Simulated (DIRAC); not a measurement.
# GeH+: PBE/dyall-acv2z (DC, uncontracted yes)

Wanted: a point of an energy scan of GeH+. 

The calculation is run with DIRAC 26.1 (patched).

30 further runs of the same task are left out: 30 set aside as unsound or not needed. Runs told in other sessions of the task aren't counted.

## (1) The structure to begin with

GeH+: 2 atoms, total charge +1, spin state singlet.

Bond lengths: Ge1–H2 1.613 Å.

## (2) A point of an energy scan at PBE/dyall-acv2z (DC, uncontracted yes)

mol.mol

```
INTGRL
GeH
basis from the library
C   2  1           A
       32.    1
Ge        0.00000000      0.00000000      0.00000000
LARGE BASIS dyall.acv2z
        1.    1
H         0.00000000      0.00000000      1.61292831
LARGE BASIS dyall.acv2z
FINISH
```

calc.inp

```
**DIRAC
.TITLE
 GeH, DC
.WAVE FUNCTION
**HAMILTONIAN
.DFT
PBE
**INTEGRALS
*READIN
.UNCONTRACT
**GRID
.ULTRAFINE
**WAVE FUNCTION
.SCF
**END OF INPUT
```

Command:

```console
pam --inp=calc.inp --mol=mol.mol --noarch --mw=163 --aw=368
```

What it wrote:

```text
SCF - CYCLE
                                   -----------

* Convergence on norm of error vector (gradient).
  Desired convergence:1.000D-07
  Allowed convergence:1.000D-06

* ERGVAL - convergence in total energy
* FCKVAL - convergence in maximum change in total Fock matrix
* EVCVAL - convergence in error vector (gradient)
--------------------------------------------------------------------------------------------------------------------------------
           Energy               ERGVAL    FCKVAL    EVCVAL      Conv.acc    CPU          Integrals
--------------------------------------------------------------------------------------------------------------------------------
It.    1    -1216.261317655      0.00D+00  0.00D+00  0.00D+00               0.07617200s   Atom. scrpot
It.    2    -2099.132234034      8.83D+02 -1.87D+01  7.64D+00               2.09300000s   LL SL
It.    3    -2099.105888406     -2.63D-02  9.53D-01  1.37D+00   DIIS   2    1.84300000s   LL SL
It.    4    -2098.993751799     -1.12D-01 -1.56D+00  2.09D+00   DIIS   3    1.78600000s   LL SL
It.    5    -2099.250712905      2.57D-01  9.33D-01  8.62D-02   DIIS   4    1.81100000s   LL SL
It.    6    -2099.252787207      2.07D-03  1.57D-02  4.40D-02   DIIS   5    1.74500000s   LL SL
It.    7    -2099.253378678      5.91D-04 -6.02D-03  2.64D-03   DIIS   6    1.72200000s   LL SL
It.    8    -2099.253381558      2.88D-06  3.77D-04  4.29D-04   DIIS   7    1.72000000s   LL SL
It.    9    -2099.253381596      3.77D-08  1.63D-04  6.81D-05   DIIS   8    1.68600000s   LL SL
It.   10    -2099.253381596      5.85D-10 -4.01D-05  8.90D-06   DIIS   9    1.70400000s   LL SL
It.   11    -2099.253381596     -2.77D-11  4.95D-06  5.88D-07   DIIS   9    1.67800000s   LL SL
It.   12    -2099.253381596      3.50D-11 -2.27D-07  3.87D-08   DIIS   9    1.62600000s   LL SL
--------------------------------------------------------------------------------------------------------------------------------
* Convergence after   12 iterations.
      No 2-ints    :    0.07600000s
      LL SL        :    1.76490909s

                                   TOTAL ENERGY
                                   ------------

   Charge of molecule : 1

   Electronic energy                        :    -2109.7520944135790

   Other contributions to the total energy
   Nuclear repulsion energy                 :       10.4987125791152
   SS Coulombic correction                  :        0.0000002379927

   Sum of all contributions to the energy
   Total energy                             :    -2099.2533815964712

                                   Eigenvalues
                                   -----------

* Block   1 in E1 :  Omega =  1/2
  * Closed shell, f = 1.0000
   -403.0203467158  ( 2)       -50.7122145536  ( 2)       -45.1415800392  ( 2)       -43.9692754814  ( 2)        -6.5103579193  ( 2)
     -4.6745450959  ( 2)        -4.5111710460  ( 2)        -1.4040951513  ( 2)        -1.3817660089  ( 2)        -0.7518013583  ( 2)
     -0.5125602126  ( 2)
  * Virtual eigenvalues, f = 0.0000
     -0.4136337047  ( 2)        -0.2213867215  ( 2)        -0.1565928919  ( 2)        -0.1101699236  ( 2)        -0.1088408400  ( 2)
     -0.0997093379  ( 2)        -0.0499852794  ( 2)         0.0183327361  ( 2)         0.0716290392  ( 2)         0.0855164286  ( 2)
      0.1294899039  ( 2)         0.1488833031  ( 2)         0.2066208611  ( 2)         0.2615600149  ( 2)         0.3162114312  ( 2)
      0.4955574694  ( 2)         0.8989773096  ( 2)         0.9870877404  ( 2)         1.2549245006  ( 2)         2.0979244708  ( 2)
      2.2066772140  ( 2)         2.2319993307  ( 2)         2.4343547299  ( 2)         3.3558534781  ( 2)         3.6823329221  ( 2)
      5.3212195451  ( 2)         5.4822428385  ( 2)         8.8350465750  ( 2)         8.9425873711  ( 2)        10.8332401766  ( 2)
     10.9438364398  ( 2)        19.6180910614  ( 2)        20.0892539709  ( 2)        25.0598751075  ( 2)        30.1239747735  ( 2)
     30.2607356970  ( 2)        45.7424672720  ( 2)        76.4750034992  ( 2)        77.7852004966  ( 2)       100.4064540495  ( 2)
    100.8518859907  ( 2)       155.6275755215  ( 2)       250.3182646274  ( 2)       256.9598624519  ( 2)       261.1895982664  ( 2)
    381.2537729379  ( 2)       384.1719208320  ( 2)       825.6857798293  ( 2)       841.9507940529  ( 2)       961.3310947851  ( 2)
   2752.2339203686  ( 2)      2829.4893143889  ( 2)      2990.1331879942  ( 2)      8312.3787366607  ( 2)     10374.0676804212  ( 2)
  10919.2175060053  ( 2)     21240.9049141451  ( 2)     51486.3853741579  ( 2)    126625.3583931684  ( 2)    360577.1825577198  ( 2)

* Block   2 in E1 :  Omega =  3/2
  * Closed shell, f = 1.0000
    -43.9729225493  ( 2)        -4.5227529761  ( 2)        -1.4163812328  ( 2)        -1.3854732340  ( 2)
  * Virtual eigenvalues, f = 0.0000
     -0.4077977851  ( 2)        -0.1098443308  ( 2)        -0.0988788795  ( 2)        -0.0956692892  ( 2)         0.0861568434  ( 2)
      0.1344858396  ( 2)         0.2621886000  ( 2)         0.2664502869  ( 2)         0.8992111739  ( 2)         2.0832216014  ( 2)
      2.1023107599  ( 2)         2.1218316872  ( 2)         2.2074543851  ( 2)         3.4245468690  ( 2)         8.8069326511  ( 2)
      8.8544587598  ( 2)        10.8107616331  ( 2)        10.8359599615  ( 2)        19.9454813801  ( 2)        30.0940626305  ( 2)
     30.2122137943  ( 2)        77.6869761628  ( 2)       100.3841270405  ( 2)       100.8253796728  ( 2)       261.1170242724  ( 2)
    381.2409227647  ( 2)       384.1571887592  ( 2)       841.8973569502  ( 2)      2829.4536981470  ( 2)     10919.2013540548  ( 2)

* Block   3 in E1 :  Omega =  5/2
  * Closed shell, f = 1.0000
     -1.3966285843  ( 2)
  * Virtual eigenvalues, f = 0.0000
     -0.0953228642  ( 2)         0.2678575728  ( 2)         2.0918011462  ( 2)         2.1057936195  ( 2)         2.1222922980  ( 2)
      8.8370049260  ( 2)        10.8001576482  ( 2)        10.8159408343  ( 2)        30.2003117667  ( 2)       100.8181213504  ( 2)
    384.1534742362  ( 2)

* Block   4 in E1 :  Omega =  7/2
  * Virtual eigenvalues, f = 0.0000
      2.1061488863  ( 2)        10.8070122988  ( 2)

* Occupation in fermion symmetry E1
  * Inactive orbitals
      1/2  1/2  1/2  3/2  1/2  1/2  1/2  3/2  1/2  3/2  1/2  5/2  3/2  1/2  1/2  1/2
  * Virtual orbitals
      1/2  3/2  1/2  1/2  1/2  3/2  1/2  1/2  3/2  3/2  5/2  1/2  1/2  1/2  1/2  3/2  1/2  3/2
      1/2  1/2  1/2  3/2  3/2  5/2  1/2  1/2  1/2  3/2  1/2  1/2  3/2  5/2  1/2  3/2  5/2  7/2
      3/2  5/2  1/2  3/2  1/2  1/2  1/2  3/2  1/2  1/2  1/2  3/2  1/2  5/2  3/2  1/2  5/2  7/2
      3/2  5/2  1/2  3/2  1/2  1/2  3/2  1/2  1/2  3/2  1/2  5/2  3/2  1/2  1/2  1/2  3/2  1/2
      3/2  1/2  5/2  3/2  1/2  1/2  1/2  1/2  3/2  1/2  3/2  1/2  5/2  3/2  1/2  1/2  3/2  1/2
      1/2  1/2  3/2  1/2  1/2  1/2  1/2  3/2  1/2  1/2  1/2  1/2  1/2

* Occupation of subblocks
                       E1 :   1/2  3/2  5/2  7/2
  closed shells (f=1.0000):   11    4    1    0
 virtual shells (f=0.0000):   60   30   11    2
tot.num. of pos.erg shells:   71   34   12    2

* HOMO - LUMO gap:

    E(LUMO) :    -0.41363370 au (symmetry E1 )
  - E(HOMO) :    -0.51256021 au (symmetry E1 )
  ------------------------------------------
    gap     :     0.09892651 au

* INFO: E(LUMO) - E(HOMO) small or negative.

 * Closing HDF5 checkpoint file
    - Checkpoint file contains all required data, can be used for restarts
    - Checkpoint file closed

*****************************************************
********** E N D   of   D I R A C  output  **********
*****************************************************

>>>> Total WALL time used in DIRAC: 20s
```

It took 20 s on 1 thread of Arm Neoverse V2, shared host; peak memory 0.078 GiB.

## (3) Results

At PBE/dyall-acv2z (DC, uncontracted yes):

```
     quantity           value
 total energy  -2099.25338 Eh
  HOMO energy       -13.95 eV
  LUMO energy       -11.26 eV
HOMO–LUMO gap         2.69 eV
```
